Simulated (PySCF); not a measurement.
# [Ce(H2O)3]3+: other functionals and bases at one geometry

Aim: see how levels, charges and forces of [Ce(H2O)3]3+ depend on the level of theory. The species was built from a template and needn't be a known compound.

Method: several levels, as the steps say, no spin–orbit coupling; program: PySCF 2.14.0.

2 further runs of the same task are left out: 2 for a known fault of the program.

**1. Starting geometry**

10 atoms, charge 3, spin multiplicity 1.

Bond lengths: Ce1–O2 2.393 Å, Ce1–O5 2.393 Å, Ce1–O8 2.393 Å, O2–H3 0.989 Å, O2–H4 0.989 Å, O5–H6 0.989 Å, O5–H7 0.989 Å, O8–H9 0.989 Å, O8–H10 0.989 Å. Angles: O2–Ce1–O5 120.0°, O2–Ce1–O8 120.0°, O5–Ce1–O8 120.0°, Ce1–O2–H3 128.7°, Ce1–O2–H4 128.7°, H3–O2–H4 102.6°, Ce1–O5–H6 128.7°, Ce1–O5–H7 128.7°, H6–O5–H7 102.6°, Ce1–O8–H9 128.7°, Ce1–O8–H10 128.7°, H9–O8–H10 102.6°.

Geometry (Å):

| atom | x (Å) | y (Å) | z (Å) |
| --- | --- | --- | --- |
| Ce1 | 0.00000 | 0.00000 | 0.00000 |
| O2 | 2.39323 | -0.00001 | 0.00000 |
| H3 | 3.01161 | 0.77006 | 0.04714 |
| H4 | 3.01160 | -0.77009 | -0.04714 |
| O5 | -1.19660 | 2.07260 | 0.00000 |
| H6 | -2.17269 | 2.22310 | 0.04714 |
| H7 | -0.83888 | 2.99317 | -0.04714 |
| O8 | -1.19663 | -2.07259 | 0.00000 |
| H9 | -0.83891 | -2.99316 | 0.04714 |
| H10 | -2.17272 | -2.22307 | -0.04714 |

Formal oxidation states: Ce +3. Each metal's 1 4f electrons lie in its core potential, so multiplicities, spins and levels count the valence alone. An earlier session relaxed this geometry at r2SCAN, Ce lcecp-1-SVP with ECP47, O def2-SVP, H def2-SVP (singlet, point group D3).

At r2SCAN on the finer grid: E = -260.199121 Eh, HOMO -23.18 eV, LUMO -16.86 eV, Mulliken charge on Ce1 +2.06 e, largest force component 0.059 eV/Å. 

Levels to run: B3LYP; PBE0; revPBE; BLYP; r2SCAN, TZVP; PBE0, SVP. Hardware: 2 threads of Arm Neoverse V2, shared host.

**2. B3LYP**

Contents of run.py (the lines that set the calculation):

```python
mol = gto.M(atom='''
Ce     0.00000     0.00000     0.00000
O      2.39323    -0.00001     0.00000
H      3.01161     0.77006     0.04714
H      3.01160    -0.77009    -0.04714
O     -1.19660     2.07260     0.00000
H     -2.17269     2.22310     0.04714
H     -0.83888     2.99317    -0.04714
O     -1.19663    -2.07259     0.00000
H     -0.83891    -2.99316     0.04714
H     -2.17272    -2.22307    -0.04714''',
    basis={'Ce': 'lcecp-1-SVP', 'O': 'def2-SVP', 'H': 'def2-SVP'},
    ecp={'Ce': 'lcecp-1-SVP'},
    charge=3, spin=0)
mf = dft.RKS(mol, xc='B3LYP')
mf.grids.atom_grid = (75, 302)  # f atoms: unpruned, at least (60, 302)
mf = mf.density_fit()  # fitting sets: Ce AutoAux, O def2-universal-JKFIT, H def2-universal-JKFIT
mf.conv_tol = 1e-08; mf.max_cycle = 55
mf.kernel(dm0)  # dm0: the density of the relaxed state
```

Started as:

```bash
$ OMP_NUM_THREADS=2 python run.py
```

**3. PBE0**

run.py (the lines that set the calculation), as its differences from that of step 2:

```diff
@@ -14,3 +14,3 @@
     charge=3, spin=0)
-mf = dft.RKS(mol, xc='B3LYP')
+mf = dft.RKS(mol, xc='PBE0')
 mf.grids.atom_grid = (75, 302)  # f atoms: unpruned, at least (60, 302)
```

**4. revPBE**

run.py (the lines that set the calculation), as its differences from that of step 3:

```diff
@@ -14,3 +14,3 @@
     charge=3, spin=0)
-mf = dft.RKS(mol, xc='PBE0')
+mf = dft.RKS(mol, xc='PBE_R,PBE')
 mf.grids.atom_grid = (75, 302)  # f atoms: unpruned, at least (60, 302)
```

**5. BLYP**

run.py (the lines that set the calculation), as its differences from that of step 4:

```diff
@@ -14,3 +14,3 @@
     charge=3, spin=0)
-mf = dft.RKS(mol, xc='PBE_R,PBE')
+mf = dft.RKS(mol, xc='BLYP')
 mf.grids.atom_grid = (75, 302)  # f atoms: unpruned, at least (60, 302)
```

**6. r2SCAN, TZVP**

Basis: Ce lcecp-1-TZVP with ECP47, O def2-TZVP, H def2-TZVP. 

run.py (the lines that set the calculation), as its differences from that of step 5:

```diff
@@ -11,6 +11,6 @@
 H     -2.17272    -2.22307    -0.04714''',
-    basis={'Ce': 'lcecp-1-SVP', 'O': 'def2-SVP', 'H': 'def2-SVP'},
-    ecp={'Ce': 'lcecp-1-SVP'},
+    basis={'Ce': 'lcecp-1-TZVP', 'O': 'def2-TZVP', 'H': 'def2-TZVP'},
+    ecp={'Ce': 'lcecp-1-TZVP'},
     charge=3, spin=0)
-mf = dft.RKS(mol, xc='BLYP')
+mf = dft.RKS(mol, xc='R2SCAN')
 mf.grids.atom_grid = (75, 302)  # f atoms: unpruned, at least (60, 302)
@@ -18,2 +18,2 @@
 mf.conv_tol = 1e-08; mf.max_cycle = 55
-mf.kernel(dm0)  # dm0: the density of the relaxed state
+mf.kernel(dm0)  # dm0: free metal ions and neutral atoms
```

**7. PBE0, SVP**

Basis: Ce def2-SVP with ECP28, O def2-SVP, H def2-SVP. The 4f electrons are now in the valence.

Contents of run.py (the lines that set the calculation):

```python
mol = gto.M(atom='''
Ce     0.00000     0.00000     0.00000
O      2.39323    -0.00001     0.00000
H      3.01161     0.77006     0.04714
H      3.01160    -0.77009    -0.04714
O     -1.19660     2.07260     0.00000
H     -2.17269     2.22310     0.04714
H     -0.83888     2.99317    -0.04714
O     -1.19663    -2.07259     0.00000
H     -0.83891    -2.99316     0.04714
H     -2.17272    -2.22307    -0.04714''',
    basis={'Ce': 'def2-SVP', 'O': 'def2-SVP', 'H': 'def2-SVP'},
    ecp={'Ce': 'def2-SVP'},
    charge=3, spin=1)
mf = dft.UKS(mol, xc='PBE0')
mf.grids.atom_grid = (75, 302)  # f atoms: unpruned, at least (60, 302)
mf = mf.density_fit()  # fitting sets: Ce def2-universal-JKFIT, O def2-universal-JKFIT, H def2-universal-JKFIT
mf.conv_tol = 1e-08; mf.max_cycle = 55
mf.kernel(dm0)  # dm0: free metal ions and neutral atoms
```

**Question.** What will these runs give? Wanted: for each run, HOMO; gap; charge on Ce1; dipole; largest force.

**Answer**, as computed:

| level | state | HOMO (eV) | gap (eV) | charge on Ce1 (e) | dipole (D) | largest force (eV/Å) | basis functions | time |
| --- | --- | --- | --- | --- | --- | --- | --- | --- |
| r2SCAN (relaxed here) | singlet | -23.18 | 6.33 | 2.06 | 0.00 | 0.06 | 105 | 45 s |
| B3LYP | singlet | -24.27 | 7.43 | 2.04 | 0.00 | 0.04 | 105 | 6.4 s |
| PBE0 | singlet | -24.61 | 8.09 | 2.08 | 0.00 | 0.12 | 105 | 6.3 s |
| revPBE | singlet | -22.72 | 5.42 | 1.95 | 0.00 | 0.34 | 105 | 6.3 s |
| BLYP | singlet | -22.64 | 5.31 | 1.92 | 0.00 | 0.46 | 105 | 6.3 s |
| r2SCAN, TZVP | singlet | -23.21 | 6.39 | 2.29 | 0.00 | 0.26 | 176 | 30 s |
| PBE0, SVP | doublet | -24.01 | 5.37 | 2.08 | 0.00 | 0.32 | 150 | 33 s |

Times are on 2 threads of Arm Neoverse V2, shared host; the first row also made further properties. The dipole of a charged species depends on the origin, so these sizes hold for this origin alone.

In one basis the HOMO–LUMO gap runs from 5.31 eV (BLYP) to 8.09 eV (PBE0). The largest leftover force, 0.46 eV/Å with BLYP, stands at a geometry relaxed at another level. The Mulliken charge on Ce spans +1.92 to +2.29 e over the levels. With 4f in the core, its levels are missing from HOMO and gap. Total energies of different levels can't be compared. Spin–orbit coupling is left out throughout.
